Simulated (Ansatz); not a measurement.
# CH5FNSi: the cost of one run

Program: Ansatz 0.2.0. Level of theory: RKS B3LYP/6-31G*. These are calculated values, not measurements.

### Step 1. The starting structure

Bond lengths: C1–N2 1.465 Å, N2–Si3 1.661 Å, Si3–F4 1.570 Å, C1–H5 1.090 Å, C1–H6 1.085 Å, C1–H7 1.089 Å, N2–H8 1.026 Å, Si3–H9 1.432 Å. Angles: C1–N2–Si3 131.1°, C1–N2–H8 110.8°, Si3–N2–H8 118.1°, N2–C1–H5 109.8°, N2–C1–H6 111.1°, N2–C1–H7 109.7°, H5–C1–H6 108.8°, H5–C1–H7 108.5°, H6–C1–H7 108.9°, N2–Si3–F4 110.8°, N2–Si3–H9 133.1°, F4–Si3–H9 116.1°.

Coordinates:

```xyz
9

C    -0.5709    0.7612   -0.8937
N     0.1624   -0.3413   -0.2678
Si    0.5546   -0.6298    1.3206
F     1.3575   -1.9719    1.4623
H    -1.4496    0.3737   -1.4085
H    -0.8904    1.4873   -0.1533
H     0.0665    1.2591   -1.6235
H     0.4597   -1.0266   -0.9710
H     0.3103    0.0882    2.5349
```

### Step 2. End point A

Input file input.yaml:

```yaml
crystal:
  periodic: [false, false, false]
  atoms:
    - { symbol: C, position_ang: [-0.57087, 0.76121, -0.89373] }
    - { symbol: "N", position_ang: [0.16236, -0.34126, -0.26782] }
    - { symbol: Si, position_ang: [0.55458, -0.62978, 1.3206] }
    - { symbol: F, position_ang: [1.35752, -1.97192, 1.4623] }
    - { symbol: H, position_ang: [-1.4496, 0.3737, -1.40854] }
    - { symbol: H, position_ang: [-0.89044, 1.48733, -0.15326] }
    - { symbol: H, position_ang: [0.06653, 1.25912, -1.62353] }
    - { symbol: H, position_ang: [0.45965, -1.02659, -0.97097] }
    - { symbol: H, position_ang: [0.31028, 0.08819, 2.53495] }
total_charge: 1
basis:
  gaussian: { orbitals: "6-31G*" }
hamiltonian:
  xc: b3lyp
relax:
  f_tol: 0.015
  max_steps: 40
```

Command:

```
> ansatz run input.yaml --threads 1 --pin off --max-ram 2048MiB --backend cpu --events-out ev --progress --plain --runs-dir out
```

Q: Estimate wall time and peak memory on 1 thread of Arm Neoverse V1, shared host.

About 30 s, with a peak of 0.16 GiB.
